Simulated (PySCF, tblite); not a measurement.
# C4H3F2Ga: geometry, infrared bands, NMR shifts and spin-spin couplings

What infrared bands, NMR shifts and spin-spin couplings should C4H3F2Ga (`C=CC#[C][Ga]([F])[F]`) show?

Computed with tblite 0.8.0 and PySCF 2.14.0, with density-fitted response routines of our own, on a single molecule in the gas phase. Atoms are numbered from 0 throughout.

## Step 1: The starting structure

10 atoms, charge 0, multiplicity 1; geometry from: force field or distance geometry start.

Bonds of the start (Å): C0–C1 1.33, C1–C2 1.45, C2–C3 1.21, C3–Ga4 2.01, Ga4–F5 1.79, Ga4–F6 1.84, C0–H7 1.09, C0–H8 1.07, C1–H9 1.06.

## Step 2: Optimising the geometry with GFN2-xTB

What the job is given:

```
{"job": {"kind": "relax", "xc": "GFN2-xTB", "basis": "xTB"}, "charge": 0, "multiplicity": 1}
C     -2.161300    -0.791200     0.277800
C     -1.535600    -0.225400    -0.749100
C     -0.132100     0.103100    -0.605100
C      1.040300     0.383700    -0.516600
Ga     2.996200     0.812700    -0.331200
F      3.006700     2.562600     0.027600
F      3.723800    -0.769100     0.274600
H     -3.218000    -1.046200     0.202500
H     -1.602600    -0.969700     1.172600
H     -2.108500    -0.055900    -1.628500
```

Run with:

```bash
OMP_NUM_THREADS=1 python probes_run.py task.json out
```

One launch serves the whole session: the jobs run in the order shown.

**Question.** This job is followed by: GFN2-xTB harmonic vibrations, gas phase; GIAO PBE0/pcSseg-1 NMR shielding, non-relativistic, gas phase; B3LYP/pcJ-1 Ga:pcSseg-1 indirect spin-spin coupling, non-relativistic, gas phase. Predict these results of the whole session: strongest single infrared mode (GFN2-xTB); zero-point energy (GFN2-xTB); ¹³C shifts against TMS (PBE0/pcSseg-1); ¹H shifts against TMS (PBE0/pcSseg-1); ¹⁹F shifts against CFCl3 (PBE0/pcSseg-1, means over atoms taken as alike); shieldings of Ga (PBE0/pcSseg-1); surface potential, 1st and 99th percentile; largest coupling of the table (B3LYP/pcSseg-1+pcJ-1).

The runs gave:

```
                                                                 quantity                          value
                                strongest single infrared mode (GFN2-xTB)            487 cm⁻¹, 82 km/mol
                                             zero-point energy (GFN2-xTB)                  33.2 kcal/mol
                                   ¹³C shifts against TMS (PBE0/pcSseg-1)  142.5, 122.8, 113.4, 91.4 ppm
                                    ¹H shifts against TMS (PBE0/pcSseg-1)           6.41, 6.16, 6.09 ppm
¹⁹F shifts against CFCl3 (PBE0/pcSseg-1, means over atoms taken as alike)                     -161.7 ppm
                                         shieldings of Ga (PBE0/pcSseg-1)                 Ga4 1592.2 ppm
                                    surface potential, 1st and 99th percentile             -1.28 V and 3.50 V
                     largest coupling of the table (B3LYP/pcSseg-1+pcJ-1)       ²J(F,F) F5–F6, -185.8 Hz
```

In words: Relaxing lowered the energy by 0.493 eV in 50 steps; the close pair that moved most is Ga4–F6, from 1.843 to 1.740 Å. The lowest mode is slightly imaginary (8i cm⁻¹), a soft motion within the noise of the Hessian, so the minimum is not strictly shown. The strongest single mode, at 487 cm⁻¹, is spread over several atoms, F5, F6, Ga4 among them. GFN2-xTB is a fitted tight-binding method: band positions and strengths are rough. Its intensities can rank the bands wrongly. The most deshielded carbon is C0 (terminal =CH2 carbon), at 142.5 ppm: the olefinic region. At PBE0/pcSseg-1: The widest tensor belongs to Ga4: span 446 ppm, with a paramagnetic part of -1049 ppm. At PBE0/pcSseg-1, counted by nearest atom on the grid, the HOMO lies on C3 33 %; C0 25 %, the LUMO on Ga4 22 %; C0, C3 about 18 % each. Of the pairs tabulated at B3LYP/pcSseg-1+pcJ-1, F5–F6 couples most strongly (-185.8 Hz; Fermi contact -39.4 Hz). Density functionals describe couplings to fluorine poorly, F–F couplings above all, so those rows are rough. Spin-orbit coupling is left out, which matters for shieldings and couplings at and beside the heavy atoms.
